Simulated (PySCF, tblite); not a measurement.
# C₄H₁₀GeO: a rotation path, then NMR shifts on frames, part 1 of 2

Aim: move C₄H₁₀GeO (`C=C[C@@H]([GeH3])OC`) away from its starting geometry and see how NMR shifts follow the geometry.

Programs: tblite 0.8.0 and PySCF 2.14.0, with density-fitted response routines of our own. Each step states its level of theory. These are calculated values for one molecule in the gas phase, unless marked as measured. Atoms count from 0, in the outputs and in this text.

### Step 1. The molecule as given

16 atoms, charge 0, multiplicity 1; geometry from: GFN2-xTB.

Bonds of the start (Å): C0–C1 1.32, C1–C2 1.49, C2–Ge3 1.99, C2–O4 1.42, O4–C5 1.40, C0–H6 1.08, C0–H7 1.08, C1–H8 1.08, C2–H9 1.10, Ge3–H10 1.49, Ge3–H11 1.49, Ge3–H12 1.50, C5–H13 1.10, C5–H14 1.10, C5–H15 1.09.

### Step 2. The rotation path with GFN2-xTB

What the job is given:

```
{"job": {"kind": "neb", "xc": "GFN2-xTB", "basis": "xTB", "atoms": [1, 2, 4, 5], "turn": 120}, "charge": 0, "multiplicity": 1}
C      1.892230    -1.317480     0.302252
C      0.929803    -0.604566    -0.256542
C     -0.036442     0.238790     0.496613
Ge     0.379318     2.182518     0.334375
O     -1.344240     0.241671    -0.052259
C     -2.010303    -0.990915     0.052782
H      2.599228    -1.880256    -0.282863
H      2.016052    -1.355539     1.372891
H      0.811148    -0.573901    -1.332409
H     -0.066060    -0.074741     1.550752
H      0.337302     2.569472    -1.104477
H     -0.659745     2.966418     1.064076
H      1.731243     2.531890     0.879178
H     -2.097893    -1.299795     1.102083
H     -1.485190    -1.776864    -0.502039
H     -3.004051    -0.847758    -0.368340
```

With the program's defaults for keys left out, this is: GFN2-xTB climbing-image nudged elastic band, gas phase.

Started as:

```sh
$ OMP_NUM_THREADS=1 python probes_run.py task.json out
```

One launch serves the whole session: the jobs run in the order shown.

Output:

```text
image   E - E0 / eV
  0       0.0000
  1       0.0158
  2       0.0553
  3       0.1024
  4       0.1362
  5       0.1436
  6       0.1376
  7       0.1323
  8       0.1166
```

Wall time 14 s (1 thread of Intel Xeon at 2.50GHz, shared host); peak memory 0.19 GiB.

The final band, with the dihedral C1–C2–O4–C5:

```
image  dihedral (°)  energy (eV)  energy (kcal/mol)
    0            68        0.000                0.0
    1            79        0.016                0.4
    2            92        0.055                1.3
    3           106        0.102                2.4
    4           122        0.136                3.1
    5           137        0.144                3.3
    6           153        0.138                3.2
    7           165        0.132                3.0
    8           173        0.117                2.7
```

### Step 3. NMR shieldings: image 0, PBE0/pcSseg-1

What the job is given:

```
{"job": {"kind": "nmr", "xc": "PBE0", "basis": "pcSseg-1", "pop": false}, "charge": 0, "multiplicity": 1}
C      1.892200    -1.317500     0.302300
C      0.929800    -0.604600    -0.256500
C     -0.036400     0.238800     0.496600
Ge     0.379300     2.182500     0.334400
O     -1.344200     0.241700    -0.052300
C     -2.010300    -0.990900     0.052800
H      2.599200    -1.880300    -0.282900
H      2.016100    -1.355500     1.372900
H      0.811100    -0.573900    -1.332400
H     -0.066100    -0.074700     1.550800
H      0.337300     2.569500    -1.104500
H     -0.659700     2.966400     1.064100
H      1.731200     2.531900     0.879200
H     -2.097900    -1.299800     1.102100
H     -1.485200    -1.776900    -0.502000
H     -3.004100    -0.847800    -0.368300
```

Level: GIAO PBE0/pcSseg-1 NMR shielding, non-relativistic, gas phase.

Output:

```text
coarse grid: 58040 points
cycle   1  E = -2309.7295159899  dE = -9.556e-02  |g| = 9.820e-01  |ddm| = 3.555e+00
cycle   2  E = -2309.6678989317  dE =  6.162e-02  |g| = 1.102e+00  |ddm| = 1.324e+00
cycle   3  E = -2309.8181414640  dE = -1.502e-01  |g| = 1.736e-01  |ddm| = 9.260e-01
cycle   4  E = -2309.8227989045  dE = -4.657e-03  |g| = 6.173e-02  |ddm| = 1.570e-01
cycle   5  E = -2309.8233401023  dE = -5.412e-04  |g| = 7.732e-03  |ddm| = 5.057e-02
cycle   6  E = -2309.8233509396  dE = -1.084e-05  |g| = 1.894e-03  |ddm| = 9.288e-03
cycle   7  E = -2309.8233516199  dE = -6.803e-07  |g| = 9.595e-04  |ddm| = 2.335e-03
final grid: 122800 points
cycle   8  E = -2309.8233517929  dE =  3.564e-07  |g| = 1.573e-03  |ddm| = 2.245e-03
cycle   9  E = -2309.8233505531  dE =  1.240e-06  |g| = 2.703e-03  |ddm| = 3.287e-03
cycle  10  E = -2309.8233524144  dE = -1.861e-06  |g| = 1.447e-04  |ddm| = 2.126e-03
cycle  11  E = -2309.8233524197  dE = -5.306e-09  |g| = 1.047e-05  |ddm| = 1.353e-04
cycle  12  E = -2309.8233524197  dE = -2.228e-11  |g| = 3.461e-06  |ddm| = 1.117e-05
converged SCF energy = -2309.8233524197

GIAO shielding tensors (ppm)
atom      isotropic    diamagn.    paramagn.     s11        s22        s33       span
  0 C       66.708     254.678    -187.970    -48.210     82.647    165.687    213.897
  1 C       37.280     256.056    -218.775    -77.974     45.726    144.090    222.064
  2 C      105.424     248.353    -142.929     80.866     89.794    145.612     64.746
  3 Ge    1546.532    2754.800   -1208.268   1461.088   1501.165   1677.345    216.257
  4 O      301.721     398.241     -96.520    272.853    298.391    333.919     61.066
  5 C      126.071     245.155    -119.084     91.255    105.100    181.859     90.604
  6 H       26.368      29.630      -3.262     23.035     25.419     30.652      7.617
  7 H       26.243      31.835      -5.593     22.602     25.430     30.696      8.094
  8 H       25.318      32.844      -7.526     22.348     25.394     28.212      5.865
  9 H       27.612      33.417      -5.804     26.006     26.792     30.038      4.032
 10 H       28.217      29.355      -1.139     21.884     23.823     38.943     17.059
 11 H       28.048      29.232      -1.184     21.408     23.132     39.605     18.197
 12 H       28.224      28.907      -0.683     21.634     23.184     39.855     18.221
 13 H       28.693      29.759      -1.067     25.002     26.135     34.941      9.939
 14 H       28.067      30.258      -2.191     23.738     26.432     34.032     10.295
 15 H       27.942      28.888      -0.946     23.846     25.374     34.605     10.759
```

Run time: 59 s. Hardware: 1 thread of Intel Xeon at 2.50GHz, shared host; peak memory 0.77 GiB.

Shifts follow as δ = σ(reference) − σ, with reference shieldings (ppm) from runs at the same level and on the same kind of geometry: 1H TMS 31.72, 13C TMS 186.9, 17O H2O 336.1, 73Ge GeMe4 1331. The references are single molecules in the gas phase, so shifts against H2O, NH3, PH3, H3PO4 or CFCl3 are not on the usual liquid scales and can be off by tens of ppm. Each atom is listed at this fixed geometry, with no averaging over motion; a spectrum would average atoms that exchange fast.

```
atoms                                       environment  σ (ppm)  δ (ppm)
   C1                                         alkene CH     37.3    149.6
   C0                              terminal =CH2 carbon     66.7    120.2
   C2                 allylic sp3 CH bonded to Ge and O    105.4     81.5
   C5                         methyl carbon bonded to O    126.1     60.9
   H8                          hydrogen on an alkene CH    25.32     6.40
   H7                hydrogen on a terminal =CH2 carbon    26.24     5.47
   H6                hydrogen on a terminal =CH2 carbon    26.37     5.35
   H9  hydrogen on an allylic sp3 CH bonded to Ge and O    27.61     4.10
  H15           hydrogen on a methyl carbon bonded to O    27.94     3.78
  H11               hydrogen on a germanium bonded to C    28.05     3.67
  H14           hydrogen on a methyl carbon bonded to O    28.07     3.65
  H10               hydrogen on a germanium bonded to C    28.22     3.50
  H12               hydrogen on a germanium bonded to C    28.22     3.49
  H13           hydrogen on a methyl carbon bonded to O    28.69     3.02
  Ge3                        germanium bonded to C, 3 H     1547     -216
   O4                                      ether oxygen    301.7     34.4
```

### Step 4. Shielding tensors: image 2, PBE0/pcSseg-1

What the job is given:

```
{"job": {"kind": "nmr", "xc": "PBE0", "basis": "pcSseg-1", "pop": false}, "charge": 0, "multiplicity": 1}
C      2.028700    -1.302800     0.240700
C      1.062000    -0.621500    -0.351300
C      0.010100     0.140800     0.371500
Ge     0.340200     2.110600     0.367500
O     -1.258500     0.131000    -0.274600
C     -2.116700    -0.899100     0.138700
H      2.809200    -1.789600    -0.318500
H      2.080700    -1.392200     1.314100
H      1.017600    -0.539300    -1.429200
H     -0.081500    -0.223400     1.402600
H      0.353400     2.604300    -1.037900
H     -0.808200     2.756400     1.072300
H      1.622000     2.517000     1.033800
H     -2.360200    -0.796700     1.204000
H     -1.677600    -1.888600    -0.029800
H     -3.028800    -0.798100    -0.447700
```

With the program's defaults for keys left out, this is: GIAO PBE0/pcSseg-1 NMR shielding, non-relativistic, gas phase.

Output:

```text
coarse grid: 58040 points
cycle   1  E = -2309.7272735731  dE = -1.039e-01  |g| = 9.836e-01  |ddm| = 3.560e+00
cycle   2  E = -2309.6606197511  dE =  6.665e-02  |g| = 1.114e+00  |ddm| = 1.313e+00
cycle   3  E = -2309.8164007217  dE = -1.558e-01  |g| = 1.788e-01  |ddm| = 9.243e-01
cycle   4  E = -2309.8214027270  dE = -5.002e-03  |g| = 6.193e-02  |ddm| = 1.559e-01
cycle   5  E = -2309.8219423775  dE = -5.397e-04  |g| = 8.180e-03  |ddm| = 4.989e-02
cycle   6  E = -2309.8219542326  dE = -1.186e-05  |g| = 2.673e-03  |ddm| = 1.035e-02
cycle   7  E = -2309.8219557222  dE = -1.490e-06  |g| = 1.207e-03  |ddm| = 3.100e-03
final grid: 122800 points
cycle   8  E = -2309.8219818531  dE =  6.647e-07  |g| = 2.044e-03  |ddm| = 2.845e-03
cycle   9  E = -2309.8219795705  dE =  2.283e-06  |g| = 3.610e-03  |ddm| = 4.398e-03
cycle  10  E = -2309.8219829173  dE = -3.347e-06  |g| = 1.104e-04  |ddm| = 2.865e-03
cycle  11  E = -2309.8219829202  dE = -2.927e-09  |g| = 1.945e-05  |ddm| = 1.249e-04
cycle  12  E = -2309.8219829203  dE = -6.457e-11  |g| = 3.738e-06  |ddm| = 1.489e-05
converged SCF energy = -2309.8219829203

GIAO shielding tensors (ppm)
atom      isotropic    diamagn.    paramagn.     s11        s22        s33       span
  0 C       68.698     254.656    -185.958    -43.130     83.718    165.506    208.637
  1 C       37.739     254.465    -216.726    -76.652     46.605    143.264    219.916
  2 C      104.845     248.337    -143.493     79.783     86.407    148.344     68.561
  3 Ge    1547.556    2755.168   -1207.612   1455.268   1510.094   1677.306    222.038
  4 O      305.857     398.567     -92.710    271.666    298.271    347.633     75.968
  5 C      126.191     244.484    -118.293     89.479    105.479    183.615     94.136
  6 H       26.465      29.323      -2.858     23.337     25.468     30.591      7.254
  7 H       26.384      31.875      -5.491     22.816     25.462     30.872      8.056
  8 H       25.265      32.288      -7.023     22.641     24.829     28.326      5.685
  9 H       27.918      33.923      -6.005     25.716     27.744     30.294      4.578
 10 H       28.208      29.533      -1.325     21.958     23.733     38.934     16.976
 11 H       28.106      29.528      -1.421     21.436     23.457     39.426     17.991
 12 H       28.144      28.999      -0.855     21.508     23.027     39.896     18.388
 13 H       28.517      29.774      -1.257     24.444     26.331     34.776     10.332
 14 H       28.192      30.072      -1.880     24.134     26.023     34.418     10.284
 15 H       27.984      28.794      -0.810     23.777     25.348     34.827     11.050
```

Run time: 56 s. Hardware: 1 thread of Intel Xeon at 2.50GHz, shared host; peak memory 0.86 GiB.

Key values: δ C1 149.2, C0 118.2, C2 82.1, C5 60.7, H8 6.45, H7 5.33 ppm.

(Continued in part 2 of 2.)
